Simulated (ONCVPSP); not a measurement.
**Cu: generating and testing an ONCV potential**

Task: generate the file, and judge it by its errors in other configurations, its logarithmic derivatives, its ghosts and its cutoff.

The numbers are computed with ONCVPSP 4.0.1.1 (patched build) (PBE, scalar-relativistic, spin-unpolarised reference atom).

### 1 The design

Typed settings, in words:

```json
{"element": "copper (Cu, Z = 29)", "type": "optimised norm-conserving Vanderbilt (ONCV)", "frozen core": "[Ne]", "valence charge": "19", "reference configuration": "3s2 3p6 3d10 4s0.5 4p0.5", "partial waves": "3s+4s: rc 1.10 bohr, ncon 5, nbas 9, qcut 10.6 1/bohr, 2 projectors; 3p+4p: rc 1.25 bohr, ncon 4, nbas 7, qcut 11.5 1/bohr, 2 projectors; 3d: rc 0.95 bohr, ncon 4, nbas 9, qcut 17.4 1/bohr, 1 projector", "local potential": "polynomial inside 0.90 bohr (lpopt 5, dvloc0 0 Ha)", "core correction": "not asked for"}
```

### 2 Generation

Cu.dat

```
# ATOM AND REFERENCE CONFIGURATION
# atsym  z   nc   nv     iexc    psfile
  Cu 29.00    3    5        4      upf
#
#   n    l    f
    1    0    2.00
    2    0    2.00
    2    1    6.00
    3    0    2.00
    3    1    6.00
    3    2   10.00
    4    0    0.50
    4    1    0.50
#
# PSEUDOPOTENTIAL AND OPTIMIZATION
# lmax
    2
#
#   l,   rc,      ep,       ncon, nbas, qcut
    0    1.10    0.00    5    9   10.60
    1    1.25    0.00    4    7   11.50
    2    0.95    0.00    4    9   17.40
#
# LOCAL POTENTIAL
# lloc, lpopt,  rc(5),   dvloc0
    4    5    0.90    0.00
#
# VANDERBILT-KLEINMAN-BYLANDER PROJECTORs
# l, nproj, debl
    0    2    3.50
    1    2    1.30
    2    1    1.30
#
# MODEL CORE CHARGE
# icmod, fcfact, rcfact
    0    0.00    0.00
#
# LOG DERIVATIVE ANALYSIS
# epsh1, epsh2, depsh
   -6.00    5.00    0.04
#
# OUTPUT GRID
# rlmax, drl
    6.00    0.01
#
# TEST CONFIGURATIONS
# ncnf
    4
# nvcnf
#   n    l    f
    5
    3    0    2.00
    3    1    6.00
    3    2   10.00
    4    0    1.00
    4    1    0.00
#
    5
    3    0    2.00
    3    1    6.00
    3    2   10.00
    4    0    0.00
    4    1    0.00
#
    5
    3    0    2.00
    3    1    6.00
    3    2    9.00
    4    0    0.00
    4    1    0.00
#
    5
    3    0    1.00
    3    1    6.00
    3    2   10.00
    4    0    1.00
    4    1    0.00
#
```

On the command line:

```sh
$ oncvpsp.x < Cu.dat > Cu.out
```

**Question.** What will these runs give? Wanted: cutoffs for 1 and 0.1 mHa per electron, occupied waves; bound ghosts; GHOST(+) flags; largest test error; largest phase difference near zero energy, channels read.

As calculated:

```
                                                quantity                                                 value
  cutoffs for 1 and 0.1 mHa per electron, occupied waves                                     111 Ha and 126 Ha
                                            bound ghosts                                            none found
                                          GHOST(+) flags                                    none at low energy
                            largest test error (AE − PS)  -30 meV, for 3s1 3p6 3d10 4s1 4p0 (2 tests unsolved)
largest phase difference near zero energy, channels read                                             0.001 rad
```

What this shows: By total energies transferability is fair where solved: the largest error is 30 meV on 120.2 eV, for 3s1 3p6 3d10 4s1 4p0. That test lies far up in energy; among those under 40 eV, nearer to bonding, the largest error is 0.6 meV. Of the tests 2 gave no usable energy difference, which is a warning in itself. It counts as very hard, with 111 Ha needed at the looser tolerance. At the looser tolerance the 3d wave is the slowest; 3s needs 47 Ha. The program's ghost test flags no bound state. Near zero energy the phases of the channels with partial waves agree within 0.001 rad.
